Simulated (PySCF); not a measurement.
**Cu(OH)3: structure of the singlet**

Aim: relax Cu(OH)3 as a singlet from a trigonal pyramidal start, check by its vibrations whether the end is a minimum, and collect its spectrum and constants.

The runs use PySCF 2.14.0; PBE0, basis Cu def2-TZVP, O def2-TZVP, H def2-TZVP, no relativity, density fitting.

## (1) Starting geometry

7 atoms, charge 0, spin multiplicity 1.

Bond lengths: Cu1–O2 1.750 Å, Cu1–O3 1.750 Å, Cu1–O4 1.750 Å, O2–H5 0.960 Å, O3–H6 0.960 Å, O4–H7 0.960 Å. Angles: O2–Cu1–O3 99.8°, O2–Cu1–O4 99.8°, O3–Cu1–O4 99.7°, Cu1–O2–H5 130.0°, Cu1–O3–H6 130.0°, Cu1–O4–H7 130.0°.

```xyz
7
charge 0 multiplicity 1
Cu    0.0000    0.0000    0.0000
O     1.5452    0.0000    0.8216
O    -0.7726    1.3381    0.8216
O    -0.7726   -1.3381    0.8216
H     2.0900   -0.7354    1.1113
H    -0.4081    2.1777    1.1113
H    -1.6819   -1.4423    1.1113
```

## (2) The SCF at the typed geometry

The steps below are one call of a driver around PySCF. For each, scf.py gives the equivalent set-up of the SCF; relaxations use the driver's own optimiser. After this first run the driver tries any further starts and a stability analysis.

Contents of scf.py:

```python
from pyscf import gto, scf, dft
mol = gto.M(atom='''
Cu     0.000000     0.000000     0.000000
O      1.545200     0.000000     0.821600
O     -0.772600     1.338100     0.821600
O     -0.772600    -1.338100     0.821600
H      2.090000    -0.735400     1.111300
H     -0.408100     2.177700     1.111300
H     -1.681900    -1.442300     1.111300''',
    basis={'Cu': 'def2-TZVP', 'O': 'def2-TZVP', 'H': 'def2-TZVP'},
    charge=0, spin=0)
mf = dft.RKS(mol, xc='PBE0')
mf.grids.atom_grid = (50, 194)
aux = {'Cu': 'def2-universal-JKFIT', 'O': 'def2-universal-JKFIT', 'H': 'def2-universal-JKFIT'}
mf = mf.density_fit(auxbasis=aux)
mf.conv_tol = 1e-08
mf.diis_space = 10
mf.max_cycle = 60
mf.init_guess = 'minao'
mf.verbose = 4
mf.kernel()
```

On the command line:

```sh
> OMP_NUM_THREADS=4 python axn.py task.json out
```

What it wrote:

```text
init E= -1867.24859914739
cycle= 1 E= -1864.91269283681  delta_E= 2.34  |g|= 4.89  |ddm|= 2.58
  HOMO = -0.145284996038665  LUMO = -0.13340616481444  gap/eV = 0.32324
cycle= 2 E= -1854.96217539964  delta_E= 9.95  |g|= 10.2  |ddm|= 8.75
  HOMO = -0.30108518391614  LUMO = -0.288398243771564  gap/eV = 0.34523
cycle= 3 E= -1866.11344561867  delta_E= -11.2  |g|= 3.07  |ddm|= 7.77
  HOMO = -0.080085616538378  LUMO = -0.0596117593633375  gap/eV = 0.55712
cycle= 4 E= -1864.83380052155  delta_E= 1.28  |g|= 3.21  |ddm|= 2.67
  HOMO = -0.186889605884848  LUMO = -0.158901623582153  gap/eV = 0.76159
cycle= 5 E= -1866.83254645467  delta_E=   -2  |g|=  1.5  |ddm|= 2.43
  HOMO = -0.212465147764386  LUMO = -0.196357065882206  gap/eV = 0.43832
cycle= 6 E= -1867.15874762195  delta_E= -0.326  |g|= 1.15  |ddm|= 1.91
  HOMO = -0.232988206395211  LUMO = -0.211861749066549  gap/eV = 0.57488
cycle= 7 E= -1867.36194745971  delta_E= -0.203  |g|= 0.77  |ddm|= 0.986
  HOMO = -0.248362092094552  LUMO = -0.221128233280326  gap/eV = 0.74107
cycle= 8 E= -1867.42153121413  delta_E= -0.0596  |g|= 0.443  |ddm|= 0.368
  HOMO = -0.25046546640963  LUMO = -0.203042275211345  gap/eV = 1.29045
cycle= 9 E= -1867.44201407975  delta_E= -0.0205  |g|= 0.156  |ddm|= 0.173
  HOMO = -0.260746291706182  LUMO = -0.205237548675619  gap/eV = 1.51047
cycle= 10 E= -1867.44582170522  delta_E= -0.00381  |g|= 0.054  |ddm|= 0.114
  HOMO = -0.260903370005083  LUMO = -0.20287794930865  gap/eV = 1.57895
cycle= 11 E= -1867.44642047912  delta_E= -0.000599  |g|= 0.0118  |ddm|= 0.0452
  HOMO = -0.261015981606492  LUMO = -0.20276457679546  gap/eV = 1.58510
cycle= 12 E= -1867.44649964117  delta_E= -7.92e-05  |g|= 0.0117  |ddm|= 0.0276
  HOMO = -0.26108428833608  LUMO = -0.202896092185746  gap/eV = 1.58338
cycle= 13 E= -1867.44656162039  delta_E= -6.2e-05  |g|= 0.00597  |ddm|= 0.0231
  HOMO = -0.261332372387178  LUMO = -0.203101869308895  gap/eV = 1.58453
cycle= 14 E= -1867.44659183187  delta_E= -3.02e-05  |g|= 0.000985  |ddm|= 0.029
  HOMO = -0.261386421027278  LUMO = -0.203122052529949  gap/eV = 1.58545
cycle= 15 E= -1867.44659315584  delta_E= -1.32e-06  |g|= 0.000549  |ddm|= 0.00328
  HOMO = -0.261387730071625  LUMO = -0.203142282324563  gap/eV = 1.58494
cycle= 16 E= -1867.44659441617  delta_E= -1.26e-06  |g|= 0.000361  |ddm|= 0.00505
  HOMO = -0.261401831498564  LUMO = -0.203160653379328  gap/eV = 1.58482
cycle= 17 E= -1867.4465949996  delta_E= -5.83e-07  |g|= 0.000186  |ddm|= 0.00366
  HOMO = -0.261389685244004  LUMO = -0.203148017507097  gap/eV = 1.58484
cycle= 18 E= -1867.44659520629  delta_E= -2.07e-07  |g|= 0.000179  |ddm|= 0.00237
  HOMO = -0.261399421360634  LUMO = -0.203154886452587  gap/eV = 1.58491
cycle= 19 E= -1867.44659526461  delta_E= -5.83e-08  |g|= 0.000155  |ddm|= 0.00104
  HOMO = -0.261391660395771  LUMO = -0.203148415068391  gap/eV = 1.58488
cycle= 20 E= -1867.44659530488  delta_E= -4.03e-08  |g|= 0.000108  |ddm|= 0.00097
  HOMO = -0.261394305195671  LUMO = -0.203156295678298  gap/eV = 1.58474
cycle= 21 E= -1867.44659531805  delta_E= -1.32e-08  |g|= 0.000103  |ddm|= 0.000521
  HOMO = -0.261394095297364  LUMO = -0.203156247536953  gap/eV = 1.58473
cycle= 22 E= -1867.4465953304  delta_E= -1.24e-08  |g|= 5.39e-05  |ddm|= 0.000691
  HOMO = -0.261393667546344  LUMO = -0.203155838439557  gap/eV = 1.58473
cycle= 23 E= -1867.44659533294  delta_E= -2.54e-09  |g|= 1.76e-05  |ddm|= 0.000354
  HOMO = -0.261394241607017  LUMO = -0.203157169290819  gap/eV = 1.58471
Extra cycle  E= -1867.44659533222  delta_E= 7.25e-10  |g|= 6.33e-05  |ddm|= 6.04e-05
converged SCF energy = -1867.44659533222
```

This step, with its further starts and checks, took 79 s on 4 threads of Arm Neoverse V1, shared host.

Energies from each starting density:

| start | energy (Eh) |
| --- | --- |
| the minimal-basis guess | -1867.446595 |
| a thermally smeared density | -1867.446595 |
| a smeared PBE density | -1867.446595 |

The test of internal stability and the other starts found no lower closed-shell solution.

## (3) Relaxing the singlet from the trigonal pyramidal start

The program finds C3 symmetry in the start, which this walk keeps. Threshold on the gradient: 0.0003 Eh/bohr, with a further test on the energy change.

Changes to scf.py since step 2:

```diff
@@ -3,7 +3,7 @@
-Cu     0.000000     0.000000     0.000000
-O      1.545200     0.000000     0.821600
-O     -0.772600     1.338100     0.821600
-O     -0.772600    -1.338100     0.821600
-H      2.090000    -0.735400     1.111300
-H     -0.408100     2.177700     1.111300
-H     -1.681900    -1.442300     1.111300''',
+Cu    -0.000000    -0.000000    -0.375505
+O      1.545152     0.000000     0.446095
+O     -0.772576     1.338141     0.446095
+O     -0.772576    -1.338141     0.446095
+H      2.090004    -0.735414     0.735795
+H     -0.408114     2.177704     0.735795
+H     -1.681890    -1.442289     0.735795''',
@@ -19 +18,0 @@
-mf.init_guess = 'minao'
```

Energy and gradient, step by step:

| step | energy (Eh) | change (kJ/mol) | largest symmetric gradient (Eh/bohr) |
| --- | --- | --- | --- |
| 0 | -1867.446589 | 0.00 | 0.03896 |
| 1 | -1867.468039 | -56.32 | 0.02949 |
| 2 | -1867.479479 | -86.35 | 0.05168 |
| 3 | -1867.492065 | -119.40 | 0.02924 |
| 4 | -1867.496599 | -131.30 | 0.02723 |
| 5 | -1867.503694 | -149.93 | 0.03422 |
| 6 | -1867.509153 | -164.26 | 0.01550 |
| 7 | -1867.512195 | -172.25 | 0.00553 |
| 8 | -1867.514934 | -179.44 | 0.01313 |
| 9 | -1867.516364 | -183.19 | 0.00919 |
| 10 | -1867.517821 | -187.02 | 0.00540 |
| 11 | -1867.518088 | -187.72 | 0.00721 |
| 12 | -1867.518522 | -188.86 | 0.00372 |
| 13 | -1867.519033 | -190.20 | 0.00408 |
| 14 | -1867.519825 | -192.28 | 0.00531 |
| 15 | -1867.520279 | -193.47 | 0.00271 |
| 16 | -1867.520402 | -193.79 | 0.00399 |
| 17 | -1867.520505 | -194.07 | 0.00122 |
| 18 | -1867.520517 | -194.10 | 0.00076 |
| 19 | -1867.520524 | -194.11 | 0.00030 |
| 20 | -1867.520533 | -194.14 | 0.00023 |
| 21 | -1867.520542 | -194.16 | 0.00027 |
| 22 | -1867.520546 | -194.17 | 0.00016 |
| 23 | -1867.520547 | -194.18 | 0.00022 |

The walk took 2.9 min.

After 23 steps and 194.2 kJ/mol it ends at C3v: Cu–O 1.775 Å (×3), O–H 0.963 Å (×3); Cu–O–H 113.7° (×3), O–Cu–O 120.0° (×3). A gradient of 0.0144 Eh/bohr that breaks the symmetry is left: this electronic state wants a lower symmetry.

## (4) Relaxing without the symmetry constraint

The geometry is nudged along the force that breaks the symmetry.

The program finds Cs symmetry in the start, which may break.

Changes to scf.py since step 3:

```diff
@@ -3,7 +3,7 @@
-Cu    -0.000000    -0.000000    -0.375505
-O      1.545152     0.000000     0.446095
-O     -0.772576     1.338141     0.446095
-O     -0.772576    -1.338141     0.446095
-H      2.090004    -0.735414     0.735795
-H     -0.408114     2.177704     0.735795
-H     -1.681890    -1.442289     0.735795''',
+Cu     0.010013    -0.030159    -0.014912
+O      1.751851    -0.290772    -0.030167
+O     -0.559541     1.685836    -0.040423
+O     -1.230289    -1.280579    -0.030729
+H      2.129558    -0.404182     0.843473
+H     -0.686496     2.067823     0.852827
+H     -1.465518    -1.597429     0.842795''',
```

The optimiser's trace (not every step is listed):

| step | energy (Eh) | change (kJ/mol) | largest gradient (Eh/bohr) |
| --- | --- | --- | --- |
| 0 | -1867.523952 | 0.00 | 0.01239 |
| 1 | -1867.529654 | -14.97 | 0.01125 |
| 2 | -1867.536345 | -32.54 | 0.02542 |
| 3 | -1867.539317 | -40.34 | 0.02306 |
| 4 | -1867.541381 | -45.76 | 0.01425 |
| 5 | -1867.543351 | -50.93 | 0.00965 |
| 6 | -1867.543609 | -51.61 | 0.01318 |
| 7 | -1867.543915 | -52.41 | 0.01026 |
| 8 | -1867.544324 | -53.49 | 0.00946 |
| 9 | -1867.544985 | -55.22 | 0.00739 |
| 10 | -1867.545596 | -56.83 | 0.01022 |
| 12 | -1867.546890 | -60.22 | 0.01530 |
| 14 | -1867.548254 | -63.81 | 0.01629 |
| 16 | -1867.549387 | -66.78 | 0.01054 |
| 18 | -1867.550014 | -68.42 | 0.00957 |
| 20 | -1867.550695 | -70.21 | 0.00839 |
| 22 | -1867.551220 | -71.59 | 0.00947 |
| 24 | -1867.551715 | -72.89 | 0.00593 |
| 26 | -1867.551843 | -73.23 | 0.00499 |
| 28 | -1867.552061 | -73.80 | 0.00373 |
| 30 | -1867.552341 | -74.54 | 0.00607 |
| 32 | -1867.552490 | -74.93 | 0.00414 |
| 34 | -1867.552637 | -75.31 | 0.00327 |
| 36 | -1867.552844 | -75.86 | 0.00290 |
| 38 | -1867.552902 | -76.01 | 0.00240 |
| 39 | -1867.552922 | -76.06 | 0.00222 |
| 40 | -1867.552943 | -76.12 | 0.00317 |
| 41 | -1867.552968 | -76.18 | 0.00208 |
| 42 | -1867.552993 | -76.25 | 0.00171 |
| 43 | -1867.553074 | -76.46 | 0.00187 |
| 44 | -1867.553121 | -76.58 | 0.00188 |

The walk took 4.7 min.

It was stopped unconverged after 44 steps, so the last geometry (Cu–O 1.740 Å (×2), Cu–O 1.773 Å, O–H 0.962 Å (×3)) is no stationary point.

## (5) What came out

```
           quantity  value
        relaxations      2
          converged      1
saddle points found      0
       minima found      0
```

In words: No minimum was confirmed: the lowest point reached has no frequency check without an imaginary mode. No equilibrium property of the molecule follows from this session.
